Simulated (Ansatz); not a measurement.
**C4H12N2OW: small, medium and large basis sets**

Aim: see how fast density functionals converge with the basis set for C4H12N2OW.

Computed with Ansatz 0.2.0, Gaussian basis. Level: one geometry, several basis sets.

The runs, in order: PBE0-D4/def2-SVP; ωB97M-V/def2-SVP; PBE0-D4/def2-QZVPP; ωB97M-V/def2-QZVPP; the functionals' def2-TZVPP values are taken from earlier runs.

## 1. Structure used throughout

An earlier PBE0-D4 in a triple-zeta def2 set relaxation fixed the geometry. W takes the def2 core potential; no spin-orbit term is included.

20 atoms, charge 0, spin multiplicity 1.

Atoms are counted from 1 here; the program's logs count them from 0.

Bond lengths: C1–N2 1.420 Å, C1–H9 1.096 Å, C1–H10 1.095 Å, C1–H11 1.096 Å, N2–W3 1.758 Å, W3–C4 2.132 Å, W3–O5 1.718 Å, W3–N6 1.942 Å, C4–H12 1.093 Å, C4–H13 1.095 Å, C4–H14 1.093 Å, N6–C7 1.451 Å, N6–C8 1.446 Å, C7–H15 1.092 Å, C7–H16 1.097 Å, C7–H17 1.097 Å, C8–H18 1.097 Å, C8–H19 1.098 Å and more. Angles: N2–C1–H9 112.4°, N2–C1–H10 110.2°, N2–C1–H11 110.4°, H9–C1–H10 108.2°, H9–C1–H11 108.2°, H10–C1–H11 107.3°, C1–N2–W3 154.2°, N2–W3–C4 104.5°, N2–W3–O5 114.3°, N2–W3–N6 109.3°, C4–W3–O5 106.7°, C4–W3–N6 107.6°, O5–W3–N6 113.8°, W3–C4–H12 110.5°, W3–C4–H13 110.2°, W3–C4–H14 110.8°, H12–C4–H13 108.1°, H12–C4–H14 108.2° and more.

## 2. PBE0-D4 in def2-SVP

in.yaml reads:

```yaml
crystal:
  periodic: [false, false, false]
  atoms:
    - {symbol: C, position_ang: [1.869230, -2.542996, -0.532689]}
    - {symbol: N, position_ang: [1.113613, -1.341672, -0.491995]}
    - {symbol: W, position_ang: [0.815289, 0.325746, -0.020835]}
    - {symbol: C, position_ang: [0.866431, 1.416440, -1.851669]}
    - {symbol: O, position_ang: [2.028121, 1.003005, 0.990893]}
    - {symbol: N, position_ang: [-0.980713, 0.477237, 0.702201]}
    - {symbol: C, position_ang: [-1.312879, 1.585204, 1.577546]}
    - {symbol: C, position_ang: [-2.042298, -0.500497, 0.612754]}
    - {symbol: H, position_ang: [2.802307, -2.468576, 0.036966]}
    - {symbol: H, position_ang: [2.120093, -2.796826, -1.568372]}
    - {symbol: H, position_ang: [1.285030, -3.375983, -0.125939]}
    - {symbol: H, position_ang: [1.854090, 1.341805, -2.314040]}
    - {symbol: H, position_ang: [0.655733, 2.474567, -1.666831]}
    - {symbol: H, position_ang: [0.128549, 1.025728, -2.556714]}
    - {symbol: H, position_ang: [-0.478645, 2.284565, 1.659048]}
    - {symbol: H, position_ang: [-1.556613, 1.228472, 2.586173]}
    - {symbol: H, position_ang: [-2.181086, 2.132677, 1.191220]}
    - {symbol: H, position_ang: [-2.946509, -0.046660, 0.188517]}
    - {symbol: H, position_ang: [-2.299135, -0.890641, 1.606415]}
    - {symbol: H, position_ang: [-1.740609, -1.331603, -0.022630]}
basis:
  gaussian: {orbitals: def2-SVP}
hamiltonian: {xc: pbe0, dispersion: d4}
output: {orbitals: {seedname: orbitals}}
```

The run is started by

```console
$ ansatz run in.yaml --threads 4 --pin off --events-out ev --progress --plain --max-ram 66560MiB --backend cpu
```

After this run come: ωB97M-V in def2-SVP; PBE0-D4 in def2-QZVPP; ωB97M-V in def2-QZVPP.

Q: Predict the results of all the runs planned. Wanted: PBE0-D4: double and triple zeta above quadruple; ωB97M-V: double and triple zeta above quadruple.

**Answer**, as computed:

```
                                       quantity           value
PBE0-D4: double and triple zeta above quadruple  11.80, 0.55 eV
ωB97M-V: double and triple zeta above quadruple  12.32, 0.54 eV
```

In words: PBE0-D4 gains 11.25 eV from double to triple zeta, then 0.55 eV more. Total energies overstate the basis error of differences, where much of it tends to cancel.
